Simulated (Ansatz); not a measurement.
# CH4GeO2S: the cost of one run

Program: the Python package of Ansatz 0.2.0. Level of theory: r2SCAN0/def2-SVP. These are calculated values, not measurements.

**1. The structure**

Bond lengths: O1–C2 1.355 Å, C2–S3 1.621 Å, C2–O4 1.377 Å, O4–Ge5 1.836 Å, O1–H6 1.058 Å, Ge5–H7 1.566 Å, Ge5–H8 1.520 Å, Ge5–H9 1.543 Å. Angles: O1–C2–S3 120.3°, O1–C2–O4 119.9°, S3–C2–O4 119.6°, C2–O1–H6 123.0°, C2–O4–Ge5 122.9°, O4–Ge5–H7 106.1°, O4–Ge5–H8 109.9°, O4–Ge5–H9 108.6°, H7–Ge5–H8 109.0°, H7–Ge5–H9 110.7°, H8–Ge5–H9 112.4°.

The script holds or builds the structure itself.

**2. The script**

The input, run_torsion.py:

```python
import ansatz as az
from ase import Atoms

atoms = Atoms(["O", "C", "S", "O", "Ge", "H", "H", "H", "H"], positions=[
    (0.2114, 1.5175, 0.5434),
    (0.0866, 0.3736, 1.2591),
    (0.1419, 0.4121, 2.8785),
    (0.0197, -0.8386, 0.609),
    (-0.154, -0.9841, -1.2126),
    (0.268, 2.474, 0.9919),
    (1.1645, -0.3995, -1.8219),
    (-0.2742, -2.4478, -1.6061),
    (-1.3755, -0.1536, -1.6585),
])

first = (
    az.Crystal.molecule_from_ase(atoms).calculation()
    .basis(gaussian="def2-SVP")
    .functional("r2scan0")
    .relax(force_tolerance=0.02, max_steps=80)
)
atoms.positions = first.run(threads=1).report["positions_ang"]

start = atoms.get_dihedral(1, 3, 4, 6)
energies = {}
for turn in range(0, 121, 20):
    turned = atoms.copy()
    turned.set_dihedral(1, 3, 4, 6, start + turn, indices=[4, 6, 7, 8])
    calc = (
        az.Crystal.molecule_from_ase(turned).calculation()
        .basis(gaussian="def2-SVP")
        .functional("r2scan0")
    )
    energies[round((start + turn) % 360)] = calc.run(threads=1).report["free_energy_ev"]
floor = min(energies.values())
print("dihedral C1-O3-Ge4-H6 (deg)   E - E(min) (eV)")
for angle, e in sorted(energies.items()):
    print(f"{angle:8d} {(e - floor):14.3f}  " + "#" * int(30 * (e - floor) / max(max(energies.values()) - floor, 1e-9)))
```

**3. What the engine is handed**

The engine receives this input (first run):

```yaml
crystal:
  periodic: [false, false, false]
  atoms:
    - { symbol: O, position_ang: [0.2114, 1.5175, 0.5434] }
    - { symbol: C, position_ang: [0.0866, 0.3736, 1.2591] }
    - { symbol: S, position_ang: [0.1419, 0.4121, 2.8785] }
    - { symbol: O, position_ang: [0.0197, -0.8386, 0.609] }
    - { symbol: Ge, position_ang: [-0.154, -0.9841, -1.2126] }
    - { symbol: H, position_ang: [0.268, 2.474, 0.9919] }
    - { symbol: H, position_ang: [1.1645, -0.3995, -1.8219] }
    - { symbol: H, position_ang: [-0.2742, -2.4478, -1.6061] }
    - { symbol: H, position_ang: [-1.3755, -0.1536, -1.6585] }
basis:
  gaussian:
    orbitals: def2-SVP
hamiltonian:
  xc: r2scan0
relax:
  f_tol: 0.02
  max_steps: 80
```

**4. The run**

Run with:

```
$ python run_torsion.py
```

**Question.** How long does this script take on 1 thread of Arm Neoverse V2, shared host, and how much memory does it need?

About 2.6 min, with a peak of 0.37 GiB.
